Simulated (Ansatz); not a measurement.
Born–Oppenheimer molecular dynamics of a periodic cell of 17 atoms, Sr3Ti3HNO9 (surface SrTiO3(111), adsorbate NH, incident energy 0.4 eV, 0° from the normal). It starts from an unrelaxed structure (largest force component 4.26 eV/Å).

Theory: DFT PBE, scalar-relativistic, plane waves, PAW in Ansatz. Settings: accuracy low, PAW set soft_1, cutoff 420 eV, k mesh 2x2x1, fermi-dirac smearing 0.02 eV, no spin polarisation.

- ensemble: NVE (velocity Verlet)
- time step: 0.5 fs
- steps asked: 180
- starting velocities: zero, but for any typed in the input
- atoms held: 1 to 5
- seed: 715757

Frames 1 fs apart, positions in Å.

Velocities at 5.0 fs (Å/ps):

```
Sr 0.00 0.00 0.00
Ti 0.00 0.00 0.00
O 0.00 0.00 0.00
O 0.00 0.00 0.00
O 0.00 0.00 0.00
Sr -0.01 0.00 -0.91
Ti 0.03 0.02 -3.06
O -0.01 3.28 5.77
O -2.76 -1.60 5.80
O 2.85 -1.66 5.78
Sr -0.07 -0.04 -0.62
Ti -0.32 -0.05 -4.04
O -0.32 6.90 7.62
O -5.79 -3.32 8.43
O 5.97 -3.79 7.54
N 1.24 0.33 -27.35
H 4.56 3.84 -26.78
```

```xyz
17
Lattice="5.5334 0.0000 0.0000 2.7667 4.7921 0.0000 0.0000 0.0000 18.6475" Properties=species:S:1:pos:R:3 time_fs=5.0 energy_less_start_eV=-0.635 T=667
Sr 0.000 0.000 1.000
Ti 2.767 1.597 2.130
O 2.767 0.000 1.000
O 4.150 2.396 1.000
O 1.383 2.396 1.000
Sr 5.533 3.195 3.257
Ti 5.533 0.000 4.381
O 2.767 3.203 3.273
O 1.376 0.795 3.274
O 4.157 0.794 3.273
Sr 2.767 1.597 5.516
Ti 5.533 3.195 6.637
O 5.533 1.615 5.537
O 6.902 3.985 5.539
O 4.165 3.984 5.537
N 0.799 0.434 8.713
H 0.778 0.346 9.759
17
Lattice="5.5334 0.0000 0.0000 2.7667 4.7921 0.0000 0.0000 0.0000 18.6475" Properties=species:S:1:pos:R:3 time_fs=6.0 energy_less_start_eV=-0.853 T=808
Sr 0.000 0.000 1.000
Ti 2.767 1.597 2.130
O 2.767 0.000 1.000
O 4.150 2.396 1.000
O 1.383 2.396 1.000
Sr 5.533 3.195 3.256
Ti 5.534 0.000 4.377
O 2.767 3.207 3.280
O 1.373 0.793 3.280
O 4.160 0.793 3.280
Sr 2.767 1.597 5.516
Ti 5.532 3.195 6.633
O 5.532 1.623 5.546
O 6.896 3.981 5.549
O 4.172 3.980 5.545
N 0.800 0.434 8.686
H 0.783 0.350 9.730
17
Lattice="5.5334 0.0000 0.0000 2.7667 4.7921 0.0000 0.0000 0.0000 18.6475" Properties=species:S:1:pos:R:3 time_fs=7.0 energy_less_start_eV=-1.089 T=959
Sr 0.000 0.000 1.000
Ti 2.767 1.597 2.130
O 2.767 0.000 1.000
O 4.150 2.396 1.000
O 1.383 2.396 1.000
Sr 5.533 3.195 3.255
Ti 5.534 0.000 4.373
O 2.767 3.211 3.287
O 1.370 0.791 3.287
O 4.164 0.791 3.287
Sr 2.766 1.597 5.515
Ti 5.532 3.195 6.628
O 5.532 1.631 5.555
O 6.888 3.977 5.559
O 4.179 3.975 5.555
N 0.802 0.435 8.657
H 0.789 0.355 9.699
17
Lattice="5.5334 0.0000 0.0000 2.7667 4.7921 0.0000 0.0000 0.0000 18.6475" Properties=species:S:1:pos:R:3 time_fs=8.0 energy_less_start_eV=-1.331 T=1116
Sr 0.000 0.000 1.000
Ti 2.767 1.597 2.130
O 2.767 0.000 1.000
O 4.150 2.396 1.000
O 1.383 2.396 1.000
Sr 5.533 3.195 3.253
Ti 5.534 0.000 4.369
O 2.767 3.215 3.296
O 1.366 0.789 3.296
O 4.168 0.788 3.296
Sr 2.766 1.597 5.514
Ti 5.531 3.194 6.622
O 5.531 1.641 5.566
O 6.880 3.973 5.572
O 4.188 3.970 5.566
N 0.804 0.435 8.628
H 0.795 0.361 9.666
17
Lattice="5.5334 0.0000 0.0000 2.7667 4.7921 0.0000 0.0000 0.0000 18.6475" Properties=species:S:1:pos:R:3 time_fs=9.0 energy_less_start_eV=-1.572 T=1271
Sr 0.000 0.000 1.000
Ti 2.767 1.597 2.130
O 2.767 0.000 1.000
O 4.150 2.396 1.000
O 1.383 2.396 1.000
Sr 5.533 3.195 3.252
Ti 5.534 0.000 4.364
O 2.767 3.220 3.305
O 1.362 0.786 3.306
O 4.172 0.786 3.305
Sr 2.766 1.597 5.513
Ti 5.531 3.194 6.615
O 5.531 1.651 5.578
O 6.872 3.967 5.585
O 4.197 3.964 5.578
N 0.806 0.436 8.598
H 0.803 0.368 9.632
17
Lattice="5.5334 0.0000 0.0000 2.7667 4.7921 0.0000 0.0000 0.0000 18.6475" Properties=species:S:1:pos:R:3 time_fs=10.0 energy_less_start_eV=-1.799 T=1417
Sr 0.000 0.000 1.000
Ti 2.767 1.597 2.130
O 2.767 0.000 1.000
O 4.150 2.396 1.000
O 1.383 2.396 1.000
Sr 5.533 3.195 3.250
Ti 5.534 0.000 4.359
O 2.767 3.226 3.316
O 1.357 0.784 3.316
O 4.177 0.783 3.316
Sr 2.766 1.597 5.512
Ti 5.530 3.194 6.608
O 5.530 1.662 5.591
O 6.862 3.962 5.600
O 4.206 3.958 5.591
N 0.808 0.437 8.567
H 0.811 0.376 9.600
17
Lattice="5.5334 0.0000 0.0000 2.7667 4.7921 0.0000 0.0000 0.0000 18.6475" Properties=species:S:1:pos:R:3 time_fs=11.0 energy_less_start_eV=-2.001 T=1547
Sr 0.000 0.000 1.000
Ti 2.767 1.597 2.130
O 2.767 0.000 1.000
O 4.150 2.396 1.000
O 1.383 2.396 1.000
Sr 5.533 3.195 3.248
Ti 5.534 0.000 4.354
O 2.767 3.231 3.327
O 1.353 0.781 3.328
O 4.182 0.780 3.327
Sr 2.766 1.597 5.511
Ti 5.530 3.194 6.601
O 5.529 1.673 5.606
O 6.853 3.957 5.616
O 4.216 3.951 5.604
N 0.811 0.438 8.535
H 0.821 0.383 9.569
17
Lattice="5.5334 0.0000 0.0000 2.7667 4.7921 0.0000 0.0000 0.0000 18.6475" Properties=species:S:1:pos:R:3 time_fs=12.0 energy_less_start_eV=-2.166 T=1653
Sr 0.000 0.000 1.000
Ti 2.767 1.597 2.130
O 2.767 0.000 1.000
O 4.150 2.396 1.000
O 1.383 2.396 1.000
Sr 5.533 3.195 3.246
Ti 5.534 0.000 4.348
O 2.767 3.237 3.340
O 1.348 0.778 3.340
O 4.186 0.777 3.340
Sr 2.766 1.597 5.510
Ti 5.529 3.194 6.593
O 5.529 1.685 5.620
O 6.843 3.951 5.633
O 4.226 3.945 5.619
N 0.815 0.438 8.502
H 0.831 0.392 9.540
17
Lattice="5.5334 0.0000 0.0000 2.7667 4.7921 0.0000 0.0000 0.0000 18.6475" Properties=species:S:1:pos:R:3 time_fs=13.0 energy_less_start_eV=-2.280 T=1727
Sr 0.000 0.000 1.000
Ti 2.767 1.597 2.130
O 2.767 0.000 1.000
O 4.150 2.396 1.000
O 1.383 2.396 1.000
Sr 5.533 3.195 3.244
Ti 5.534 0.001 4.342
O 2.766 3.242 3.353
O 1.343 0.775 3.353
O 4.191 0.774 3.353
Sr 2.765 1.597 5.509
Ti 5.528 3.194 6.584
O 5.528 1.696 5.636
O 6.834 3.946 5.650
O 4.235 3.938 5.634
N 0.818 0.440 8.469
H 0.841 0.401 9.511
17
Lattice="5.5334 0.0000 0.0000 2.7667 4.7921 0.0000 0.0000 0.0000 18.6475" Properties=species:S:1:pos:R:3 time_fs=14.0 energy_less_start_eV=-2.335 T=1762
Sr 0.000 0.000 1.000
Ti 2.767 1.597 2.130
O 2.767 0.000 1.000
O 4.150 2.396 1.000
O 1.383 2.396 1.000
Sr 5.533 3.195 3.241
Ti 5.534 0.001 4.335
O 2.766 3.248 3.366
O 1.339 0.773 3.367
O 4.196 0.772 3.366
Sr 2.765 1.597 5.507
Ti 5.527 3.194 6.576
O 5.527 1.707 5.651
O 6.825 3.941 5.668
O 4.245 3.932 5.649
N 0.822 0.441 8.434
H 0.852 0.410 9.481
17
Lattice="5.5334 0.0000 0.0000 2.7667 4.7921 0.0000 0.0000 0.0000 18.6475" Properties=species:S:1:pos:R:3 time_fs=15.0 energy_less_start_eV=-2.327 T=1757
Sr 0.000 0.000 1.000
Ti 2.767 1.597 2.130
O 2.767 0.000 1.000
O 4.150 2.396 1.000
O 1.383 2.396 1.000
Sr 5.533 3.195 3.238
Ti 5.534 0.001 4.330
O 2.766 3.253 3.380
O 1.335 0.770 3.381
O 4.200 0.769 3.381
Sr 2.765 1.596 5.506
Ti 5.526 3.193 6.568
O 5.526 1.717 5.667
O 6.817 3.936 5.687
O 4.253 3.926 5.665
N 0.826 0.442 8.400
H 0.863 0.420 9.448
17
Lattice="5.5334 0.0000 0.0000 2.7667 4.7921 0.0000 0.0000 0.0000 18.6475" Properties=species:S:1:pos:R:3 time_fs=16.0 energy_less_start_eV=-2.260 T=1714
Sr 0.000 0.000 1.000
Ti 2.767 1.597 2.130
O 2.767 0.000 1.000
O 4.150 2.396 1.000
O 1.383 2.396 1.000
Sr 5.533 3.195 3.236
Ti 5.535 0.001 4.324
O 2.766 3.257 3.395
O 1.331 0.768 3.396
O 4.204 0.767 3.395
Sr 2.765 1.596 5.505
Ti 5.525 3.193 6.560
O 5.525 1.726 5.682
O 6.809 3.932 5.705
O 4.261 3.920 5.680
N 0.831 0.444 8.365
H 0.875 0.430 9.413
```

Of the whole run (90 fs, mean temperature of the second half 1727 K): The conserved energy stayed within 0.12 meV per atom of its start (net change -0.059 meV per atom), so the integration is sound. A run of 0.09 ps of so small a system gives no equilibrium averages. Limits of this set-up: coarse k mesh, thin slab, slab without dipole correction, low accuracy level.

Run time: 32 min on 1 thread of Arm Neoverse V1, with other jobs on the host, peak memory 0.83 GiB.
